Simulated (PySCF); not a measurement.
# GdH3O3 (Gd(OH)3-): the cost of one run

Computed with PySCF 2.14.0. Level: PBE0, Gd lcecp-0-SVP with ECP54, O def2-SVP, H def2-SVP; scalar-relativistic core potentials, no spin–orbit coupling.

1 further run of the same task is left out (for a known fault of the program).

### Step 1. The system as given

7 atoms, charge -1, spin multiplicity 1.

Bond lengths: Gd1–O2 2.317 Å, Gd1–O4 2.317 Å, Gd1–O6 2.317 Å, O2–H3 0.966 Å, O4–H5 0.966 Å, O6–H7 0.966 Å. Angles: O2–Gd1–O4 120.0°, O2–Gd1–O6 120.0°, O4–Gd1–O6 120.0°, Gd1–O2–H3 158.7°, Gd1–O4–H5 158.8°, Gd1–O6–H7 158.8°.

Coordinates:

```xyz
7
GdH3O3
Gd    0.00000    0.00000    0.00000
O     2.31660    0.00000    0.00000
H     3.21660    0.00000    0.35000
O    -1.15830    2.00620    0.00000
H    -1.60830    2.78570    0.35000
O    -1.15830   -2.00620    0.00000
H    -1.60830   -2.78570    0.35000
```

Formal oxidation states: Gd +2. Each metal's 8 4f electrons lie in its core potential, so multiplicities, spins and levels count the valence alone. For divalent La, Ce, Gd or Lu the extra electron is normally 5d or 6s, so this core forces an excited configuration.

### Step 2. SCF at the start, singlet

File run.py (the lines that set the calculation):

```python
mol = gto.M(atom='''
Gd     0.00000     0.00000     0.00000
O      2.31660     0.00000     0.00000
H      3.21660     0.00000     0.35000
O     -1.15830     2.00620     0.00000
H     -1.60830     2.78570     0.35000
O     -1.15830    -2.00620     0.00000
H     -1.60830    -2.78570     0.35000''',
    basis={'Gd': 'lcecp-0-SVP', 'O': 'def2-SVP', 'H': 'def2-SVP'},
    ecp={'Gd': 'lcecp-0-SVP'},
    charge=-1, spin=0)
mf = dft.RKS(mol, xc='PBE0')
mf.grids.atom_grid = (50, 194)  # f atoms: unpruned, at least (60, 302)
mf = mf.density_fit()  # fitting sets: Gd AutoAux, O def2-universal-JKFIT, H def2-universal-JKFIT
mf.conv_tol = 1e-08; mf.max_cycle = 55
mf.kernel(dm0)  # dm0: free metal ions and neutral atoms
```

Started as:

```bash
> OMP_NUM_THREADS=2 python run.py
```

Q: Estimate wall time and peak memory on 2 threads of Intel Xeon at 2.50GHz (Skylake/Cascade Lake), shared host.

About 30 s, with a peak of 0.5 GiB.
